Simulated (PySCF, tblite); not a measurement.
# C₅H₁₀BNO: geometry, infrared bands and NMR shifts

Wanted: the infrared bands and NMR shifts of C₅H₁₀BNO (`C#C[B@H-]([NH2+]C)OC=C`), by calculation.

Programs: tblite 0.8.0 and PySCF 2.14.0, with density-fitted response routines of our own. Each step states its level of theory. These are calculated values for one molecule in the gas phase, unless marked as measured. Atoms count from 0, in the outputs and in this text.

### Step 1. Starting geometry

18 atoms, charge 0, multiplicity 1; geometry from: force field or distance geometry start.

Bonds of the start (Å): C0–C1 1.21, C1–B2 1.52, B2–N3 1.54, N3–C4 1.46, B2–O5 1.49, O5–C6 1.40, C6–C7 1.32, C0–H8 1.06, B2–H9 1.20, N3–H10 1.03, N3–H11 1.07, C4–H12 1.09, C4–H13 1.09, C4–H14 1.12, C6–H15 1.07, C7–H16 1.09, C7–H17 1.07.

### Step 2. Optimising the geometry with GFN2-xTB

Job settings and geometry (Å):

```
{"job": {"kind": "relax", "xc": "GFN2-xTB", "basis": "xTB"}, "charge": 0, "multiplicity": 1}
C      1.231600    -2.273500     0.638800
C      0.577900    -1.302400     0.316300
B     -0.206400    -0.063400    -0.081600
N     -1.563100    -0.442000    -0.694600
C     -2.637900     0.283700    -0.025700
O      0.532000     0.669600    -1.148500
C      1.905700     0.901300    -1.050500
C      2.517900     1.274600     0.061700
H      1.791100    -3.122400     0.928900
H     -0.316000     0.681100     0.849200
H     -1.552900    -0.173900    -1.692300
H     -1.753900    -1.487600    -0.597000
H     -3.241300     0.772700    -0.794300
H     -3.224600    -0.438600     0.537900
H     -2.218300     1.110500     0.604300
H      2.509200     0.761100    -1.928500
H      3.600500     1.419700     0.003300
H      2.039600     1.435800     1.002000
```

On the command line:

```
$ OMP_NUM_THREADS=1 python probes_run.py task.json out
```

One launch serves the whole session: the jobs run in the order shown.

**Question.** This job is followed by: GFN2-xTB harmonic vibrations, gas phase; GIAO PBE0/pcSseg-1 NMR shielding, non-relativistic, gas phase. What will the session give for the following? strongest single infrared mode (GFN2-xTB); zero-point energy (GFN2-xTB); 13C shifts against TMS (PBE0/pcSseg-1); 1H shifts against TMS (PBE0/pcSseg-1, means over atoms taken as alike); 11B shifts against BF3·OEt2 (PBE0/pcSseg-1); 15N shifts against NH3 (PBE0/pcSseg-1); 17O shifts against H2O (PBE0/pcSseg-1); surface potential, 1st and 99th percentile.

**Answer**, as computed:

```
                                                              quantity                                               value
                             strongest single infrared mode (GFN2-xTB)                               1711 cm⁻¹, 260 km/mol
                                          zero-point energy (GFN2-xTB)                                       90.0 kcal/mol
                                13C shifts against TMS (PBE0/pcSseg-1)                   157.5, 97.4, 93.9, 90.2, 28.4 ppm
1H shifts against TMS (PBE0/pcSseg-1, means over atoms taken as alike)  6.66, 4.22, 3.98, 3.20, 2.90, 2.83, 2.76, 1.78 ppm
                           11B shifts against BF3·OEt2 (PBE0/pcSseg-1)                                           -10.0 ppm
                                15N shifts against NH3 (PBE0/pcSseg-1)                                            63.0 ppm
                                17O shifts against H2O (PBE0/pcSseg-1)                                           145.1 ppm
                                 surface potential, 1st and 99th percentile                                  -1.63 V and 2.33 V
```

**Reading.** Relaxing lowered the energy by 0.869 eV in 201 steps; the close pair that moved most is B2–N3, from 1.536 to 1.657 Å. All 48 modes are real, so the xTB geometry is a minimum. The strongest single mode, at 1711 cm⁻¹, moves mainly C6 and C7. GFN2-xTB is a fitted tight-binding method: band positions and strengths are rough. Its intensities can rank the bands wrongly. C6 (alkene carbon bearing oxygen) lies farthest downfield among carbon, at 157.5 ppm; an sp2 carbon further deshielded by the attached heteroatom. The most deshielded hydrogen is H15 (hydrogen on an alkene carbon bearing oxygen), at 6.66 ppm: olefinic region. At PBE0/pcSseg-1: Shielding is most anisotropic at C1 (span 309 ppm, paramagnetic term -173 ppm).
